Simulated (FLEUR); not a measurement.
## BiTe: band structure with r2SCAN

BiTe:

```
Bi Te
1.0
     2.42271    1.39875    3.31729
    -2.42271    1.39875    3.31729
     0.00000   -2.79750    3.31729
Bi Te
1 1
Cartesian
  0.0000 0.0000 4.9759
  0.0000 0.0000 0.0000
```

The cell comes from a database or a generator and needn't be the stable form of this composition.

- Program: FLEUR MaX-R8.1 (later development tree)
- Task: band structure
- Functional: r2SCAN
- Potentials or basis: all-electron
- Basis: FLAPW
- Kmax: 4.1 1/bohr
- k mesh: 7 × 7 × 7
- Occupations: fermi-dirac, width 0.05 eV
- Spin: no spin polarisation
- Gmax: 12.7 1/bohr
- Muffin-tin radii: Bi 2.66, Te 2.66 bohr
- lmax: Bi 10, Te 10
- lnonsphr: Bi 10, Te 10
- Local orbitals a species: Bi 5, Te 6
- Max iterations: 80
- Mixing factor: 0.05
- Mixer: Anderson
- Mixer history: 30
- Density convergence: 0.0001 me/bohr^3

```yaml
Band_gap_along_the_path: none (metal or under the smearing width)
Valence_electrons_inside_the_program's_atomic_spheres: Bi 18.72; Te 20.07 (radii Bi 2.66, Te 2.66 bohr)
```

Levels at the corners of the path, in eV from the Fermi level:
```
point  band 18  band 19  band 20  band 21  band 22  band 23  band 24  band 25
    Γ    -8.49    -3.19    -3.19    -1.86     1.87     2.63     2.63     4.43
    L   -11.85    -2.06    -1.98    -1.14    -0.92    -0.67     0.32     7.07
   B1   -11.30    -5.16    -5.16    -1.93    -0.63     3.36     3.75     5.88
    B   -11.30    -5.16    -5.16    -1.93    -0.63     3.36     3.75     5.88
    Z   -11.42    -2.57    -2.57    -2.36    -1.55    -1.34    -1.34     8.50
    Γ    -8.49    -3.19    -3.19    -1.86     1.87     2.63     2.63     4.43
    X   -11.05    -5.66    -3.95    -3.24     2.08     2.58     3.51     4.44
    Q   -11.05    -5.66    -3.95    -3.24     2.08     2.58     3.51     4.44
    F   -10.35    -5.92    -4.78    -3.58     2.69     3.17     3.78     4.81
   P1   -11.16    -5.37    -4.03    -3.51     1.01     1.33     3.61     5.46
    Z   -11.42    -2.57    -2.57    -2.36    -1.55    -1.34    -1.34     8.50
    L   -11.85    -2.06    -1.98    -1.14    -0.92    -0.67     0.32     7.07
    P   -11.16    -5.37    -4.03    -3.51     1.01     1.33     3.61     5.46
```

Core levels (eV from the Fermi level):
```
atom                                                                                                                                                                                                                                                     levels
1 Bi  1s1/2 -90523.5, 2s1/2 -16247.1, 2p1/2 -15606.3, 2p3/2 -13286.1, 3s1/2 -3918.8, 3p1/2 -3630.0, 3p3/2 -3110.5, 4s1/2 -896.9, 3d3/2 -2639.0, 3d5/2 -2528.9, 4p1/2 -771.5, 4p3/2 -643.5, 5s1/2 -153.6, 4d3/2 -439.8, 4d5/2 -416.0, 4f5/2 -151.8, 4f7/2 -146.3
2 Te                                                                                                            1s1/2 -31604.8, 2s1/2 -4841.5, 2p1/2 -4535.2, 2p3/2 -4260.7, 3s1/2 -960.1, 3p1/2 -834.2, 3p3/2 -783.1, 4s1/2 -159.8, 3d3/2 -561.4, 3d5/2 -550.7
```

Run time: 84 s on 1 thread of Intel(R) Xeon(R) 6975P-C (Granite Rapids), on a shared host, peak memory 0.12 GiB.

Caveat: the meta-GGA is that of a development version, with a GGA for the radial functions and cores and without core tails; spin-orbit coupling is left out, which moves the levels of the heavy elements.
